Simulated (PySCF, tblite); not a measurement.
# C7H8OSi: geometry, infrared bands and NMR shifts

Wanted: the infrared bands and NMR shifts of C7H8OSi (`C=C1C(=C)C(C=O)=C1[SiH3]`), by calculation.

The runs use tblite 0.8.0 and PySCF 2.14.0, with density-fitted response routines of our own; the level of theory stands in each step. All values are computed, except where a source is named. Atoms are numbered from 0 throughout.

### 1 The molecule as given

17 atoms, charge 0, multiplicity 1; geometry from: force field or distance geometry start.

Bonds of the start (Å): C0–C1 1.32, C1–C2 1.43, C2–C3 1.34, C2–C4 1.41, C4–C5 1.46, C5–O6 1.23, C4–C7 1.36, C7–Si8 1.87, C7–C1 1.46, C0–H9 1.10, C0–H10 1.08, C3–H11 1.10, C3–H12 1.08, C5–H13 1.09, Si8–H14 1.47, Si8–H15 1.48, Si8–H16 1.48.

### 2 Optimising the geometry with GFN2-xTB

What the job is given:

```
{"job": {"kind": "relax", "xc": "GFN2-xTB", "basis": "xTB"}, "charge": 0, "multiplicity": 1}
C     -0.439800     2.178800    -0.879900
C     -0.370000     0.950900    -0.395700
C     -1.297800    -0.067000    -0.001200
C     -2.635000    -0.166100     0.002300
C     -0.199900    -0.881700     0.351300
C     -0.108000    -2.236100     0.882300
O      0.924200    -2.852100     1.149600
C      0.711500     0.059600    -0.004300
Si     2.576300     0.154100    -0.008300
H     -1.418500     2.630100    -1.074000
H      0.441400     2.757300    -1.091200
H     -3.122100    -1.080900     0.361800
H     -3.260800     0.648900    -0.318900
H     -1.077800    -2.714800     1.051700
H      3.157100    -0.872800    -0.890000
H      2.999000     1.484100    -0.515100
H      3.113200     0.019900     1.369600
```

On the command line:

```console
OMP_NUM_THREADS=1 python probes_run.py task.json out
```

One launch serves the whole session: the jobs run in the order shown.

**Question.** This job is followed by: GFN2-xTB harmonic vibrations, gas phase; GIAO PBE0/pcSseg-1 NMR shielding, non-relativistic, gas phase. Predict these results of the whole session: strongest single infrared mode (GFN2-xTB); zero-point energy (GFN2-xTB); 13C shifts against TMS (PBE0/pcSseg-1); 1H shifts against TMS (PBE0/pcSseg-1, means over atoms taken as alike); 17O shifts against H2O (PBE0/pcSseg-1); 29Si shifts against TMS (PBE0/pcSseg-1).

As calculated:

```
                                                              quantity                                                value
                             strongest single infrared mode (GFN2-xTB)                                 784 cm⁻¹, 404 km/mol
                                          zero-point energy (GFN2-xTB)                                        73.1 kcal/mol
                                13C shifts against TMS (PBE0/pcSseg-1)  191.1, 180.2, 165.8, 157.1, 151.6, 114.6, 100.1 ppm
1H shifts against TMS (PBE0/pcSseg-1, means over atoms taken as alike)              10.33, 5.81, 5.80, 5.33, 5.22, 4.36 ppm
                                17O shifts against H2O (PBE0/pcSseg-1)                                            705.7 ppm
                               29Si shifts against TMS (PBE0/pcSseg-1)                                            -93.5 ppm
```

In words: Relaxing lowered the energy by 0.261 eV in 52 steps; the close pair that moved most is C2–C4, from 1.412 to 1.476 Å. All 45 modes are real, so the xTB geometry is a minimum. GFN2-xTB is a fitted tight-binding method: band positions and strengths are rough. Its intensities can rank the bands wrongly. The most deshielded carbon is C5 (aldehyde carbonyl carbon), at 191.1 ppm: the double bond to the heteroatom, with no lone-pair donor beside it, deshields it most. H13 (hydrogen on an aldehyde carbonyl carbon) lies farthest downfield among hydrogen, at 10.33 ppm; the formyl region, downfield of aromatic protons. At PBE0/pcSseg-1: The largest span, 1492 ppm, is at O6, where the paramagnetic term is -771 ppm.
